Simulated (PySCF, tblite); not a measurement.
**C₄H₇BBr₂: geometry, infrared bands and NMR shifts**

Wanted: the infrared bands and NMR shifts of C₄H₇BBr₂ (`BrB(Br)C1CCC1`), by calculation.

The runs use tblite 0.8.0 and PySCF 2.14.0, with density-fitted response routines of our own; the level of theory stands in each step. All values are computed, except where a source is named. Atoms are numbered from 0 throughout.

**1. Starting geometry**

14 atoms, charge 0, multiplicity 1; geometry from: force field or distance geometry start.

Bonds of the start (Å): Br0–B1 2.00, B1–Br2 2.01, B1–C3 1.57, C3–C4 1.54, C4–C5 1.52, C5–C6 1.53, C6–C3 1.52, C3–H7 1.09, C4–H8 1.10, C4–H9 1.10, C5–H10 1.09, C5–H11 1.09, C6–H12 1.11, C6–H13 1.09.

**2. Optimising the geometry with GFN2-xTB**

The job: settings as JSON, then the geometry in Å.

```
{"job": {"kind": "relax", "xc": "GFN2-xTB", "basis": "xTB"}, "charge": 0, "multiplicity": 1}
Br     2.101400     0.616500     1.889600
B      1.879100     0.243000    -0.067700
Br     3.504300    -0.130700    -1.192900
C      0.412000     0.004400    -0.576700
C     -0.363800    -1.062000     0.224000
C     -1.562200    -0.152600    -0.014200
C     -0.547800     0.993200     0.073500
H      0.286100    -0.093700    -1.656600
H     -0.062500    -1.153700     1.281100
H     -0.417000    -2.037200    -0.288000
H     -2.294700    -0.094400     0.794100
H     -1.923800    -0.216000    -1.042100
H     -0.263300     1.228900     1.122000
H     -0.748600     1.853800    -0.568200
```

Started as:

```sh
> OMP_NUM_THREADS=1 python probes_run.py task.json out
```

One launch serves the whole session: the jobs run in the order shown.

**Question.** This job is followed by: GFN2-xTB harmonic vibrations, gas phase; GIAO PBE0/pcSseg-1 NMR shielding, non-relativistic, gas phase. Predict these results of the whole session: strongest single infrared mode (GFN2-xTB); zero-point energy (GFN2-xTB); ¹³C shifts against TMS (PBE0/pcSseg-1, means over atoms taken as alike); ¹H shifts against TMS (PBE0/pcSseg-1, means over atoms taken as alike); ⁷⁹Br shifts against HBr (PBE0/pcSseg-1, means over atoms taken as alike); ¹¹B shifts against BF3·OEt2 (PBE0/pcSseg-1); surface potential, 1st and 99th percentile.

The runs gave:

```
                                                                quantity                             value
                               strongest single infrared mode (GFN2-xTB)              1115 cm⁻¹, 77 km/mol
                                            zero-point energy (GFN2-xTB)                     66.0 kcal/mol
 ¹³C shifts against TMS (PBE0/pcSseg-1, means over atoms taken as alike)              40.1, 28.3, 20.2 ppm
  ¹H shifts against TMS (PBE0/pcSseg-1, means over atoms taken as alike)  3.17, 2.50, 2.26, 2.17, 1.99 ppm
⁷⁹Br shifts against HBr (PBE0/pcSseg-1, means over atoms taken as alike)                           579 ppm
                             ¹¹B shifts against BF3·OEt2 (PBE0/pcSseg-1)                          76.9 ppm
                                   surface potential, 1st and 99th percentile                -0.49 V and 0.87 V
```

In words: Relaxing lowered the energy by 0.844 eV in 45 steps; the close pair that moved most is B1–Br2, from 2.012 to 1.884 Å. All 36 modes are real, so the xTB geometry is a minimum. The strongest single mode, at 1115 cm⁻¹, is spread over several atoms, C3, H7, B1, C6 among them. GFN2-xTB is a fitted tight-binding method: band positions and strengths are rough. Its intensities can rank the bands wrongly. At PBE0/pcSseg-1: The largest span, 1059 ppm, is at Br0, Br2, where the paramagnetic term is -1080 ppm. By nearest atom (PBE0/pcSseg-1), the HOMO sits on Br2 58 %; C3 10 % and the LUMO on B1 57 %; Br0, Br2 about 13 % each. Spin-orbit coupling is left out, which matters for shieldings and couplings at and beside the heavy atoms.
